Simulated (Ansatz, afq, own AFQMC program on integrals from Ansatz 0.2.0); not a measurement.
**ScB (triplet): quantum Monte Carlo beside coupled cluster at distance Sc1–B2 = 2.331 Å, def2-TZVP**

Aim: compute ScB (triplet) with auxiliary-field quantum Monte Carlo on the same integrals as coupled cluster, and set the energies side by side.

Program: Ansatz 0.2.0, Gaussian basis, and an in-house AFQMC program (afq) on its integrals; all values are calculated. Level of theory: def2-TZVP, frozen cores. These are calculated values, not measurements.

The runs, in order: PBE (unrestricted); r2SCAN (unrestricted); CCSD(T) on UHF; PBE0 (unrestricted); B3LYP (unrestricted); wB97M-V (unrestricted); B2PLYP (unrestricted); CCSDT(Q) on UHF; Phaseless AFQMC, CISD trial on UHF.

3 further runs of the same task are left out: 3 that didn't finish.

## Step 1: The system

The geometry derives from a PBE0/def2-TZVP stationary point (not a proven minimum). One bond is set to the value named and the two fragments are kept rigid.

2 atoms, charge 0, spin multiplicity 3.

Atoms are counted from 1 here; the program's logs count them from 0.

Bond lengths: Sc1–B2 2.331 Å.

## Step 2: PBE (unrestricted)

Contents of in.yaml:

```yaml
crystal:
  periodic: [false, false, false]
  atoms:
    - {symbol: Sc, position_ang: [0.000000, 0.000000, 0.000000]}
    - {symbol: B, position_ang: [0.000000, 0.000000, 2.331000]}
basis:
  gaussian: {orbitals: def2-TZVP}
magnetization: {spin_polarized: true, initial_magnetization: 2}
hamiltonian: {xc: {name: PBE}}
output: {orbitals: {seedname: orbitals}}
```

Command:

```sh
$ ansatz run in.yaml --threads 1 --pin off --events-out ev --progress --plain --max-ram 8192MiB --backend cpu
```

Output:

```text
Functional definition: PBE
  name "PBE"
  cite "Perdew, Burke & Ernzerhof, Phys. Rev. Lett. 77, 3865 (1996) doi:10.1103/PhysRevLett.77.3865"
  parent pbe
  parameter kappa = 0.804
  parameter beta = 0.06672455060314922
  exchange = pbe_x(kappa = kappa, mu = beta*pi^2/3)
  correlation = pbe_c(beta = beta)
617 factors; their error is unknown
mean field evaluation 1: about -21357.0702 eV, gradient 2.6e1 eV
mean field evaluation 2: about -21327.3656 eV, gradient 5.4e1 eV
mean field evaluation 4: about -21350.6296 eV, gradient 3.8e1 eV
mean field evaluation 8: about -21363.1221 eV, gradient 1.2e0 eV
mean field evaluation 16: about -21363.1104 eV, gradient 2.5e-5 eV
mean field evaluation 32: about -21350.2120 eV, gradient 7.4e1 eV
mean field evaluation 64: about -21360.5623 eV, gradient 9.6e0 eV
mean field evaluation 96: about -21194.5008 eV, gradient 1.5e2 eV
mean field evaluation 128: about -21360.9804 eV, gradient 1.6e1 eV
mean field evaluation 160: about -21362.7799 eV, gradient 5.0e-2 eV
mean field evaluation 192: about -21361.5805 eV, gradient 9.3e0 eV
mean field evaluation 224: about -21363.0718 eV, gradient 1.7e0 eV
mean field evaluation 256: about -21362.3111 eV, gradient 2.9e-1 eV
mean field -21363.11041214 eV, -785.0798272098 hartree, gradient 6.5e-6 eV, S^2 2.757319; 20 other end points of the search recorded, 0 dependent functions left out
reference -21363.11044871 eV, -785.0798285539 hartree; 14, 12 occupied and 62, 64 virtual orbitals, 617 factors
Total energy: -21363.11044871 eV, -785.0798285539 hartree
```

Wall time 25 s (1 thread of AMD EPYC 7R13 (Zen 3), shared host); peak memory 1.7 GiB.

From the report: ⟨S²⟩ of the determinant 2.757 (pure triplet: 2.00). The determinant is far from a pure spin state, so its energy mixes those of several spin states (harmless only where they are near-degenerate, as at dissociation).

## Step 3: r2SCAN (unrestricted)

Changes to in.yaml since step 2:

```diff
@@ -8,3 +8,2 @@
 magnetization: {spin_polarized: true, initial_magnetization: 2}
-hamiltonian: {xc: {name: PBE}}
-output: {orbitals: {seedname: orbitals}}
+hamiltonian: {xc: {name: r2SCAN}}
```

Same command.

Output, cut to the lines that bear on the results:

```text
Functional definition: r2SCAN
  name "r2SCAN"
  cite "Furness, Kaplan, Ning, Perdew & Sun, J. Phys. Chem. Lett. 11, 8208 (2020) doi:10.1021/acs.jpclett.0c02405"
  cite "Furness, Kaplan, Ning, Perdew & Sun, J. Phys. Chem. Lett. 11, 9248 (2020) doi:10.1021/acs.jpclett.0c03077"
  parent r2scan
[...]
617 factors; their error is unknown
[...]
mean field -21368.76595562 eV, -785.2876645992 hartree, gradient 6.8e-6 eV, S^2 2.855669; 20 other end points of the search recorded, 0 dependent functions left out
reference -21368.76598368 eV, -785.2876656305 hartree; 14, 12 occupied and 62, 64 virtual orbitals, 617 factors
Total energy: -21368.76598368 eV, -785.2876656305 hartree
```

Wall time 66 s (1 thread of AMD EPYC 7R13 (Zen 3), shared host); peak memory 1.7 GiB.

From the report: ⟨S²⟩ of the determinant 2.856 (pure triplet: 2.00). The determinant is far from a pure spin state, so its energy mixes those of several spin states (harmless only where they are near-degenerate, as at dissociation).

## Step 4: CCSD(T) on UHF

Changes to in.yaml since step 3:

```diff
@@ -8,2 +8,2 @@
 magnetization: {spin_polarized: true, initial_magnetization: 2}
-hamiltonian: {xc: {name: r2SCAN}}
+correlation: {method: ccsd_t, electrons: outside_noble_gas, hamiltonian_folder: ham}
```

Command:

```sh
$ ansatz run in.yaml --threads 1 --pin off --events-out ev --progress --plain --max-ram 24576MiB --backend cuda --devices 0, --max-vram 18GiB
```

Output, cut to the lines that bear on the results:

```text
Functional definition: HF
  name "HF"
  cite "Fock, Z. Phys. 61, 126 (1930) doi:10.1007/BF01340294"
  parent pbe
[...]
635 factors; integrals over basis functions are off by at most 1.1e-3 eV
[...]
mean field -21341.50744317 eV, -784.2859327432 hartree, gradient 1.1e-9 eV, S^2 2.931332; 64 other end points of the search recorded, 0 dependent functions left out
determinant -21341.50744317 eV, -784.2859327432 hartree, with singles and doubles -21344.50826318 eV, -784.3962108445 hartree
determinant -21341.50731435 eV, -784.2859280091 hartree, with singles and doubles -21344.54605588 eV, -784.3975997007 hartree
determinant -21341.49523363 eV, -784.2854840509 hartree, with singles and doubles -21344.12581310 eV, -784.3821560632 hartree
determinant -21341.49155517 eV, -784.2853488698 hartree, with singles and doubles -21344.10537111 eV, -784.3814048342 hartree
[...]
determinant -21341.23786872 eV, -784.2760260650 hartree, with singles and doubles -21344.13057852 eV, -784.3823311892 hartree
determinant -21341.14545849 eV, -784.2726300515 hartree, with singles and doubles -21344.05088746 eV, -784.3794025969 hartree
determinant -21340.24817214 eV, -784.2396553864 hartree, with singles and doubles -21344.26119775 eV, -784.3871313576 hartree
determinant -21339.70276040 eV, -784.2196118746 hartree, with singles and doubles -21344.09121648 eV, -784.3808846610 hartree
10 core orbitals not correlated: weight in the atoms' cores, before any rotation towards them, 0.999 or more for the frozen orbitals, at most 0.000 for the correlated occupied ones
reference -21341.50731435 eV, -784.2859280091 hartree; 4, 2 occupied and 62, 64 virtual orbitals, 635 factors
second order -2.05251040 eV of doubles, -0.00000000 eV of singles
cycle   1  -3.05831851 eV  change    4.8e-7 eV  update   5.9e-6
perturbative correction -0.24714367 eV, -0.0090823622 hartree
Total energy: -21344.81277652 eV, -784.4074015035 hartree
```

Run time: 1.8 min. Hardware: 1 × NVIDIA H100 80GB HBM3 with 1 thread of AMD EPYC 7R13 (Zen 3), shared host; peak host memory 1.7 GiB.

From the report: ⟨S²⟩ of the determinant 2.929 (pure triplet: 2.00); correlation -3.3055 eV; T1 0.114; largest double amplitude 0.17. The determinant is far from a pure spin state, so its energy mixes those of several spin states (harmless only where they are near-degenerate, as at dissociation).

This run also writes the integrals to the folder ham.

## Step 5: PBE0 (unrestricted)

Changes to in.yaml since step 4:

```diff
@@ -8,2 +8,3 @@
 magnetization: {spin_polarized: true, initial_magnetization: 2}
-correlation: {method: ccsd_t, electrons: outside_noble_gas, hamiltonian_folder: ham}
+hamiltonian: {xc: {name: PBE0}}
+output: {orbitals: {seedname: orbitals}}
```

Command:

```sh
$ ansatz run in.yaml --threads 1 --pin off --events-out ev --progress --plain --max-ram 8192MiB --backend cpu
```

Output, cut to the lines that bear on the results:

```text
Functional definition: PBE0
  name "PBE0"
  cite "Adamo & Barone, J. Chem. Phys. 110, 6158 (1999) doi:10.1063/1.478522"
  cite "Perdew, Burke & Ernzerhof, Phys. Rev. Lett. 77, 3865 (1996) doi:10.1103/PhysRevLett.77.3865"
  parent pbe
[...]
722 factors; their error is unknown
[...]
mean field -21363.87859320 eV, -785.1080573432 hartree, gradient 1.7e-5 eV, S^2 2.778693; 13 other end points of the search recorded, 0 dependent functions left out
reference -21363.87862135 eV, -785.1080583775 hartree; 14, 12 occupied and 62, 64 virtual orbitals, 722 factors
Total energy: -21363.87862135 eV, -785.1080583775 hartree
```

Run time: 20 s. Hardware: 1 thread of AMD EPYC 7R13 (Zen 3), shared host; peak memory 1.7 GiB.

From the report: ⟨S²⟩ of the determinant 2.779 (pure triplet: 2.00). The determinant is far from a pure spin state, so its energy mixes those of several spin states (harmless only where they are near-degenerate, as at dissociation).

## Step 6: B3LYP (unrestricted)

Changes to in.yaml since step 5:

```diff
@@ -8,3 +8,2 @@
 magnetization: {spin_polarized: true, initial_magnetization: 2}
-hamiltonian: {xc: {name: PBE0}}
-output: {orbitals: {seedname: orbitals}}
+hamiltonian: {xc: {name: B3LYP}}
```

Launched as before.

Output, cut to the lines that bear on the results:

```text
Functional definition: B3LYP
  name "B3LYP"
  cite "Stephens, Devlin, Chabalowski & Frisch, J. Phys. Chem. 98, 11623 (1994) doi:10.1021/j100096a001"
  cite "Becke, Phys. Rev. A 38, 3098 (1988) doi:10.1103/PhysRevA.38.3098"
  cite "Lee, Yang & Parr, Phys. Rev. B 37, 785 (1988) doi:10.1103/PhysRevB.37.785"
  cite "Vosko, Wilk & Nusair, Can. J. Phys. 58, 1200 (1980) doi:10.1139/p80-159"
[...]
722 factors; their error is unknown
[...]
mean field -21370.63830573 eV, -785.3564721966 hartree, gradient 1.0e-5 eV, S^2 2.720351; 13 other end points of the search recorded, 0 dependent functions left out
reference -21370.63848544 eV, -785.3564788009 hartree; 14, 12 occupied and 62, 64 virtual orbitals, 722 factors
Total energy: -21370.63848544 eV, -785.3564788009 hartree
```

Wall time 22 s (1 thread of AMD EPYC 7R13 (Zen 3), shared host); peak memory 1.7 GiB.

From the report: ⟨S²⟩ of the determinant 2.720 (pure triplet: 2.00). The determinant is far from a pure spin state, so its energy mixes those of several spin states (harmless only where they are near-degenerate, as at dissociation).

## Step 7: wB97M-V (unrestricted)

Changes to in.yaml since step 6:

```diff
@@ -8,2 +8,3 @@
 magnetization: {spin_polarized: true, initial_magnetization: 2}
-hamiltonian: {xc: {name: B3LYP}}
+hamiltonian: {xc: {name: wB97M-V}}
+output: {orbitals: {seedname: orbitals}}
```

The command is unchanged.

Output, cut to the lines that bear on the results:

```text
Functional definition: wB97M-V
  name "wB97M-V"
  cite "Mardirossian & Head-Gordon, J. Chem. Phys. 144, 214110 (2016) doi:10.1063/1.4952647"
  cite "Becke, J. Chem. Phys. 107, 8554 (1997) doi:10.1063/1.475007"
  cite "Vydrov & Van Voorhis, J. Chem. Phys. 133, 244103 (2010) doi:10.1063/1.3521275"
  # Of w^i u^j: cxij and so on, Table III.
[...]
  gx(w, u) = 1 - cx + cx01*u + cx10*w
  gss(w, u) = css00 + css04*u^4 + css10*w + css20*w^2 + css43*w^4*u^3
  gos(w, u) = cos00 + cos10*w + (cos20 + cos21*u)*w^2 + (cos60 + cos61*u)*w^6
[...]
      + integral(e_c_pw_mod_opposite_spin*gos(b97_w_opposite, b97_u_opposite)) + vv10(b, c)
686 factors; their error is unknown
144 factors; integrals over basis functions are off by at most 2.8e-5 eV
[...]
mean field -21368.27783387 eV, -785.2697264560 hartree, gradient 5.5e-6 eV, S^2 2.698135; 12 other end points of the search recorded, 0 dependent functions left out
reference -21368.27786944 eV, -785.2697277631 hartree; 14, 12 occupied and 62, 64 virtual orbitals, 686 factors
Total energy: -21368.27786944 eV, -785.2697277631 hartree
```

Run time: 1.8 min. Hardware: 1 thread of AMD EPYC 7R13 (Zen 3), shared host; peak memory 1.7 GiB.

From the report: ⟨S²⟩ of the determinant 2.698 (pure triplet: 2.00). The determinant is far from a pure spin state, so its energy mixes those of several spin states (harmless only where they are near-degenerate, as at dissociation).

## Step 8: B2PLYP (unrestricted)

Changes to in.yaml since step 7:

```diff
@@ -8,3 +8,3 @@
 magnetization: {spin_polarized: true, initial_magnetization: 2}
-hamiltonian: {xc: {name: wB97M-V}}
-output: {orbitals: {seedname: orbitals}}
+hamiltonian: {xc: {name: B2PLYP}}
+correlation: {electrons: outside_noble_gas}
```

Same command.

Output, cut to the lines that bear on the results:

```text
Functional definition: B2PLYP
  name "B2PLYP"
  cite "Grimme, J. Chem. Phys. 124, 034108 (2006) doi:10.1063/1.2148954"
  cite "Becke, Phys. Rev. A 38, 3098 (1988) doi:10.1103/PhysRevA.38.3098"
  cite "Lee, Yang & Parr, Phys. Rev. B 37, 785 (1988) doi:10.1103/PhysRevB.37.785"
[...]
635 factors; integrals over basis functions are off by at most 1.1e-3 eV
[...]
mean field -21361.79791700 eV, -785.0315939029 hartree, gradient 5.9e-6 eV, S^2 2.825960; 21 other end points of the search recorded, 0 dependent functions left out
10 core orbitals not correlated: weight in the atoms' cores, before any rotation towards them, 0.999 or more for the frozen orbitals, at most 0.000 for the correlated occupied ones
reference -21361.79802829 eV, -785.0315979928 hartree; 4, 2 occupied and 62, 64 virtual orbitals, 635 factors
second order -3.46207220 eV of doubles, -0.00000000 eV of singles
Total energy: -21362.73278778 eV, -785.0659497706 hartree
```

Run time: 42 s. Hardware: 1 thread of AMD EPYC 7R13 (Zen 3), shared host; peak memory 1.7 GiB.

From the report: ⟨S²⟩ of the determinant 2.826 (pure triplet: 2.00). The determinant is far from a pure spin state, so its energy mixes those of several spin states (harmless only where they are near-degenerate, as at dissociation).

## Step 9: CCSDT(Q) on UHF

Changes to in.yaml since step 8:

```diff
@@ -8,3 +8,2 @@
 magnetization: {spin_polarized: true, initial_magnetization: 2}
-hamiltonian: {xc: {name: B2PLYP}}
-correlation: {electrons: outside_noble_gas}
+correlation: {method: ccsdt_q, electrons: outside_noble_gas}
```

Command:

```sh
$ ansatz run in.yaml --threads 1 --pin off --events-out ev --progress --plain --max-ram 24576MiB --backend cuda --devices 0, --max-vram 18GiB
```

Output, cut to the lines that bear on the results:

```text
Functional definition: HF
  name "HF"
  cite "Fock, Z. Phys. 61, 126 (1930) doi:10.1007/BF01340294"
  parent pbe
[...]
1122 factors; integrals over basis functions are off by at most 2.1e-7 eV
[...]
mean field -21341.50744616 eV, -784.2859328532 hartree, gradient 2.7e-9 eV, S^2 2.931331; 61 other end points of the search recorded, 0 dependent functions left out
determinant -21341.50744616 eV, -784.2859328532 hartree, with singles and doubles -21344.50714137 eV, -784.3961696189 hartree
determinant -21341.50731743 eV, -784.2859281223 hartree, with singles and doubles -21344.54530602 eV, -784.3975721438 hartree
determinant -21341.49523597 eV, -784.2854841370 hartree, with singles and doubles -21344.12192936 eV, -784.3820133386 hartree
determinant -21341.49155744 eV, -784.2853489535 hartree, with singles and doubles -21344.10237277 eV, -784.3812946471 hartree
[...]
determinant -21341.23787113 eV, -784.2760261534 hartree, with singles and doubles -21344.13058126 eV, -784.3823312900 hartree
determinant -21341.14546213 eV, -784.2726301853 hartree, with singles and doubles -21344.05089134 eV, -784.3794027395 hartree
determinant -21339.70276313 eV, -784.2196119749 hartree, with singles and doubles -21344.09121656 eV, -784.3808846641 hartree
10 core orbitals not correlated: weight in the atoms' cores, before any rotation towards them, 0.999 or more for the frozen orbitals, at most 0.000 for the correlated occupied ones
reference -21341.50731743 eV, -784.2859281223 hartree; 4, 2 occupied and 62, 64 virtual orbitals, 1122 factors
second order -2.05251073 eV of doubles, -0.00000000 eV of singles
cycle   1  -2.46679134 eV  change   -4.1e-1 eV  update   9.0e-2
[...]
cycle  65  -3.46976386 eV  change   -1.3e-7 eV  update   2.6e-7
perturbative correction -0.05280713 eV, -0.0019406264 hartree
Total energy: -21345.02988842 eV, -784.4153802185 hartree
```

Wall time 3.1 min (1 × NVIDIA H100 80GB HBM3 with 1 thread of AMD EPYC 7R13 (Zen 3), shared host); peak host memory 1.7 GiB.

From the report: ⟨S²⟩ of the determinant 2.929 (pure triplet: 2.00); correlation -3.5226 eV; T1 0.164; largest double amplitude 0.26. The determinant is far from a pure spin state, so its energy mixes those of several spin states (harmless only where they are near-degenerate, as at dissociation).

## Step 10: Phaseless AFQMC, CISD trial on UHF

It reads the integrals that the CCSD(T) run on this determinant wrote.

Command:

```sh
$ afq ham --method phaseless --trial cisd --walkers 4000 --populations 20 --least-time 60 --time-step 0.005 --steps-per-block 50 --equilibration-blocks 40 --max-blocks 4000 --target-error 0.00015 --factor-cut 1e-05 --start spin_pure --seed 4802 --release-times 0.24,0.6,1.2,2,3,4.2 --release-step 0.04 --release-every 3 --taylor-order 6
```

Output:

```text
orbitals 66  electrons 4 2  factors 509 of 635
reference energy -784.28592801 Eh
CCSD correlation -0.11239123 Eh in 26 cycles, weight of the determinant in the CISD state 0.7124
energy of the start -784.385649 Eh
 block  time / (1/Eh)  mean weight  energy / Eh
     1     0.250  1.0002  -784.390272
     2     0.500  1.0000  -784.393670
     3     0.750  0.9999  -784.396435
     4     1.000  1.0000  -784.398713
     5     1.250  1.0000  -784.400409
     6     1.500  1.0001  -784.401837
     7     1.750  1.0000  -784.403081
     8     2.000  1.0000  -784.403801
     9     2.250  1.0000  -784.404492
    10     2.500  0.9999  -784.404985
    13     3.250  0.9999  -784.406767
    17     4.250  0.9999  -784.407694
    21     5.250  1.0000  -784.408939
    25     6.250  0.9997  -784.407678
    29     7.250  0.9999  -784.408740
    33     8.250  1.0001  -784.409050
    37     9.250  1.0000  -784.409767
    41    10.250  1.0000  -784.409321
    45    11.250  1.0001  -784.409350
    49    12.250  0.9996  -784.410772
    53    13.250  1.0002  -784.408625
    57    14.250  1.0000  -784.407926
    61    15.250  1.0000  -784.408261
    65    16.250  0.9999  -784.408041
    69    17.250  1.0002  -784.408057
    73    18.250  0.9999  -784.408721
    77    19.250  0.9998  -784.408235
    81    20.250  0.9993  -784.410402
    85    21.250  1.0000  -784.408925
    89    22.250  0.9999  -784.408859
    93    23.250  1.0003  -784.408656
    97    24.250  1.0001  -784.408398
   101    25.250  1.0003  -784.408517
   105    26.250  1.0003  -784.408149
   109    27.250  1.0001  -784.408668
   113    28.250  0.9994  -784.409460
   117    29.250  0.9996  -784.406518
   121    30.250  0.9998  -784.408100
   125    31.250  1.0001  -784.408839
   129    32.250  0.9998  -784.404122
   133    33.250  1.0000  -784.408854
   137    34.250  1.0002  -784.403800
   141    35.250  0.9994  -784.408202
   145    36.250  1.0002  -784.408871
   149    37.250  0.9999  -784.406615
   153    38.250  1.0000  -784.407906
   157    39.250  1.0003  -784.410215
error from the spread of 20 populations
released: time / (1/Eh)  energy / Eh  error  mean overlap
  0.24  -784.409279  0.000203  0.9997
  0.60  -784.404485  0.006150  0.9978
  1.20  -784.413318  0.001672  0.9931
  2.00  -784.413710  0.000891  0.9888
  3.00  -784.414490  0.000493  0.9869
  4.20  -784.414615  0.000955  0.9923
energy -784.408477 +/- 0.000180 Eh
```

Run time: 5.6 min. Hardware: 1 × NVIDIA H100 80GB HBM3 with 2 threads of AMD EPYC 7R13 (Zen 3), shared host; peak host memory 1.7 GiB.

Energy -21344.8420 ± 0.0049 eV. Caveats: constraint bias not in the error.

## Step 11: All levels side by side

On the UHF determinant, counted from CCSDT(Q) (a yardstick, not exact):

| level | energy (eV) | from CCSDT(Q) (kJ/mol) | statistical error (kJ/mol) | time |
| --- | --- | --- | --- | --- |
| HF | -21341.5073 | +339.9 |  |  |
| MP2 | -21343.5598 | +141.8 |  |  |
| CCSD | -21344.5656 | +44.8 |  |  |
| CCSD(T) | -21344.8128 | +20.9 |  |  |
| CCSDT(Q) | -21345.0299 | 0.0 |  |  |
| Phaseless AFQMC, CISD trial, step 0.005, 4000 walkers | -21344.8420 | +18.1 | 0.5 | 5.6 min |

The functionals' totals stand on their own zeros and serve differences with other points: PBE -21363.110 eV; r2SCAN -21368.766 eV; PBE0 -21363.879 eV; B3LYP -21370.638 eV; wB97M-V -21368.278 eV; B2PLYP -21362.733 eV.

## Step 12: Results

| quantity | value |
| --- | --- |
| CCSD(T) on UHF from CCSDT(Q) | +20.9 kJ/mol |
| Phaseless AFQMC, CISD trial on UHF from CCSDT(Q) | +18.1 ± 0.5 kJ/mol |

In words: On UHF the phaseless walk with the CISD trial lies +18.1 kJ/mol from CCSDT(Q), 38 times its error bar. Error bars are statistical and leave out the constraint, the time step and what remains of the start.
